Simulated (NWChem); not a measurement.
**SnO (tin(ii) oxide): B3LYP/def2-TZVPPD (core potential)**

Aim: the vertical electron affinity of SnO (tin(ii) oxide) at B3LYP/def2-TZVPPD (core potential), from 2 runs. 

Program for the calculation: NWChem 7.3.0.

4 further runs of the same task are left out: 1 that didn't finish, 3 set aside as unsound or not needed.

**1. The structure to begin with**

SnO: 2 atoms, total charge 0, spin state singlet. As SMILES, `[O]=[Sn]`. The shape is that of a PBE0-D4/def2-TZVP optimisation.

Bond lengths: O1–Sn2 1.818 Å.

**2. Energy and forces at B3LYP/def2-TZVPPD (core potential)**

The input, osn.xyz:

```xyz
2
OSn B3LYP
O      0.000000     0.000000    -0.007080
Sn     0.000000     0.000000     1.810660
```

The input, run.py:

```python
from ase.io import read
from ase.calculators.nwchem import NWChem

molecule = read('osn.xyz')

calc = NWChem(
    label='osn',
    theory='dft',
    memory='2200 mb',
    basis='def2-TZVPPD',
    basispar='spherical bse',
    dft={'xc': 'b3lyp', 'mult': '1', 'grid': 'fine', 'convergence': 'energy 1e-08', 'iterations': '100', 'mulliken': None},
    **{'ecp bse': {'Sn library': 'def2-TZVPPD'}},
)
molecule.calc = calc

forces = molecule.get_forces()
e = molecule.get_potential_energy()
print(f"E = {e:.6f} eV")
print("forces (eV/A):")
for s, f in zip(molecule.symbols, forces):
    print(f"{s:2s} {f[0]:10.5f} {f[1]:10.5f} {f[2]:10.5f}")
print("dipole (e A):", molecule.get_dipole_moment().round(4))
```

Launch:

```sh
$ export ASE_NWCHEM_COMMAND="nwchem PREFIX.nwi > PREFIX.nwo"
$ python run.py
```

Output:

```text
E = -7881.229349 eV
forces (eV/A):
O    -0.00000   -0.00000   -0.56163
Sn    0.00000    0.00000    0.56163
dipole (e A): [-0.     -0.      0.9069]
```

The calculator wrote osn.nwi:

```
title "osn"

permanent_dir osn

scratch_dir osn

start osn

geometry units angstrom nocenter noautosym noautoz
  O  0.0000000000000000e+00 0.0000000000000000e+00 -7.0800000000000004e-03
  Sn 0.0000000000000000e+00 0.0000000000000000e+00 1.8106599999999999e+00
end

memory 2200 mb

basis spherical bse noprint
   * library def2-TZVPPD
end

dft
  xc b3lyp
  mult 1
  grid fine
  convergence energy 1e-08
  iterations 100
  mulliken
end
ecp bse
  Sn library def2-TZVPPD
end

task dft gradient
```

osn.nwo, shortened:

```text
[...]
         Total DFT energy =     -289.629838827558
[...]
  wavefunction    = closed shell
                         DFT ENERGY GRADIENTS
    atom               coordinates                        gradient
                 x          y          z           x          y          z
   1 O       0.000000   0.000000  -0.013379    0.000000   0.000000   0.010922
   2 Sn      0.000000   0.000000   3.421651   -0.000000  -0.000000  -0.010922
[...]
```

Run time: 21 s. Hardware: 1 thread of AMD EPYC 9R45 (Zen 5), shared host; peak memory 0.13 GiB.

**3. The doublet anion: the energy at UB3LYP/def2-TZVPPD (core potential)**

The input, run.nw:

```
start run
title "tin(ii) oxide"
memory total 2200 mb
charge -1
geometry units angstrom noautosym nocenter noautoz
   O      0.000000     0.000000    -0.007080
   Sn     0.000000     0.000000     1.810660
end
basis spherical bse
   * library def2-TZVPPD
end
ecp bse
   Sn library def2-TZVPPD
end
dft
   xc b3lyp
   mult 2
   grid fine
   convergence energy 1e-08
   iterations 100
   mulliken
   print medium
end
task dft
```

Launch:

```sh
$ nwchem run.nw > run.out
```

Output:

```text
[...]
          Wavefunction type:  spin polarized.
          No. of atoms     :     2
          No. of electrons :    31
[...]
          Charge           :    -1
          Spin multiplicity:     2
[...]
          AO basis - number of functions:    96
[...]
              XC Information
              --------------
                         B3LYP Method XC Potential
                     Hartree-Fock (Exact) Exchange  0.200
                        Slater Exchange Functional  0.800 local
                    Becke 1988 Exchange Functional  0.720 non-local
              Lee-Yang-Parr Correlation Functional  0.810
                  VWN I RPA Correlation Functional  0.190 local
[...]
 d= 0,ls=0.0,diis     1   -289.2973460324 -3.41D+02  4.68D-01  6.00D-01     2.2
[...]
 d= 0,ls=0.5,diis    30   -289.6480252647 -6.09D-09  1.34D-06  5.03D-09    47.0
[...]
         Total DFT energy =     -289.648025268181
      One electron energy =     -589.547645308598
           Coulomb energy =      275.550568121006
    Exchange-Corr. energy =      -26.887756328164
 Nuclear repulsion energy =       51.236808247575
[...]
      Total Density - Mulliken Population Analysis
     ---------------------------------------------
    Atom       Charge   Shell Charges
 -----------   ------   -------------------------------------------------------
    1 O    8     8.79   0.79  1.18  0.61  0.93  0.38  0.02  1.83  1.83  1.06  0.13  0.00  0.01 -0.00  0.00
    2 Sn  22    22.21   0.29 -0.79  1.60  0.90  1.10  0.73  0.15 -0.40  6.37  0.65  0.78  0.68  8.85  1.14  0.09  0.03  0.01  0.04
[...]
      <S2> =      0.7535 (Exact =     0.7500)
[...]
```

Wall time 49 s (1 thread of AMD EPYC 9R45 (Zen 5), shared host); peak memory 0.12 GiB.

**4. What came out**

Level: B3LYP/def2-TZVPPD (core potential).

| quantity | value |
| --- | --- |
| singlet SnO: total energy | -289.62984 Eh |
| singlet SnO: dipole moment | 4.36 D |
| singlet SnO: HOMO energy | -7.53 eV |
| singlet SnO: LUMO energy | -2.58 eV |
| singlet SnO: HOMO–LUMO gap | 4.95 eV |
| singlet SnO: largest force on an atom | 0.562 eV/Å |
| doublet anion: total energy | -289.64803 Eh |
| doublet anion: HOMO energy (highest over α and β) | 1.52 eV |
| doublet anion: LUMO energy (lowest over α and β) | 2.77 eV |
| doublet anion: ⟨S²⟩ | 0.753 |
| vertical electron affinity (to the doublet anion) | 0.495 eV |

**Reading.** At fixed nuclei the extra electron is bound by 0.49 eV (11.4 kcal/mol). The largest force (singlet SnO) is 0.56 eV/Å: the shape isn't a stationary point for this species at this level. The HOMO (doublet anion) lies at positive energy, 1.52 eV; only total energies tell whether the electron is bound.

The anion's highest level is positive in at least one run, so there the basis alone may hold the extra electron.
